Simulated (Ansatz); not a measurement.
# Sc2Al: the cost of one run

Program: Ansatz 0.2.0. Level of theory: DFT PBE, scalar-relativistic, plane waves, PAW. These are calculated values, not measurements.

2 further runs of the same task are left out: 1 that didn't finish, 1 set aside as unsound or not needed.

## Step 1: The system as given

It takes space group P6/mmm (No. 191, hexagonal). The conventional cell has a = 5.336 Å, b = 5.336 Å, c = 14.000 Å, α = 90.00°, β = 90.00°, γ = 120.00°. Around Sc (site symmetry -6m2) lie 3 Al at 3.08 Å and 3 Sc at 3.08 Å. Al (site symmetry 6/mmm) is surrounded by 6 Sc at 3.08 Å.

Coordinates:

```cif
data_structure
_symmetry_space_group_name_H-M 'P6/mmm'
_symmetry_Int_Tables_number 191
_cell_length_a 5.3364
_cell_length_b 5.3364
_cell_length_c 14.0000
_cell_angle_alpha 90.000
_cell_angle_beta 90.000
_cell_angle_gamma 120.000
_cell_volume 345.27
loop_
_atom_site_label
_atom_site_type_symbol
_atom_site_symmetry_multiplicity
_atom_site_Wyckoff_symbol
_atom_site_fract_x
_atom_site_fract_y
_atom_site_fract_z
_atom_site_occupancy
Sc1 Sc 2 d 0.33333 0.66667 0.50000 1
Al1 Al 1 b 0.00000 0.00000 0.50000 1
```

The cell is invented: random sheet by layer group and Wyckoff sites. Lengths come from tabulated atomic sizes and are only a guess.

It is a sheet, periodic along a and b, with vacuum along c; volumes and pressures of the box carry no meaning, and space groups named for it are those of the box.

## Step 2: Probe: one point on a coarse mesh

input.yaml

```yaml
crystal:
  lattice:
    - [5.336447, 0.0, 0.0]
    - [-2.668223, 4.621499, 0.0]
    - [0.0, 0.0, 14.0]
  atoms:
    - { symbol: Sc, position: [0.33333333, 0.66666667, 0.5] }
    - { symbol: Sc, position: [0.66666667, 0.33333333, 0.5] }
    - { symbol: Al, position: [0.0, 0.0, 0.5] }
  periodic: [true, true, false]
basis:
  ecutwfc: 420
kpoints:
  mp_grid: { grid: [6, 6, 1] }
hamiltonian:
  xc: pbe
scf:
  occupations: { method: gaussian, width: 0.1 }
  lower_state_search: "off"
output:
  forces: true
  stress: true
  eigenvalues: true
```

Run with:

```console
$ ansatz run input.yaml --threads 1 --pin off --max-ram 2048MiB --backend cpu --events-out ev --progress --plain --runs-dir out
```

What time and memory should one allow on 1 thread of Arm Neoverse V1, shared host?

About 5.6 s, with a peak of 0.57 GiB.
